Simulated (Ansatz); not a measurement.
Crystal: InSb3.

```
Sb In
1.0
     0.00000    3.79455    3.79455
     3.79455    0.00000    3.79455
     3.79455    3.79455    0.00000
Sb In
3 1
Direct
  0.50000 0.50000 0.50000
  0.75000 0.75000 0.75000
  0.25000 0.25000 0.25000
  0.00000 0.00000 0.00000
```

The cell comes from a database or a generator and needn't be the stable form of this composition.

Base run:

| Item | Value |
| --- | --- |
| Program | Ansatz 0.2.0 |
| Functional | PBEsol |
| Potentials or basis | all-electron LAPW, scalar-relativistic |
| Cutoff | 170 eV |
| Density cutoff | 680 eV |
| Basis error allowed | 0.001 eV/atom |
| k mesh | 6 × 6 × 6 |
| Occupations | fermi-dirac, width 0.05 eV |
| Spin | no spin polarisation |

Its results: pressure -3.1 GPa.

Question: The run is repeated on the same cell with these changes: functional from PBEsol to LDA; basis error allowed from 0.001 eV/atom to 0.002 eV/atom. What comes out?

Answer: Pressure -4.2 GPa.

Not every run made on this cell is shown here.
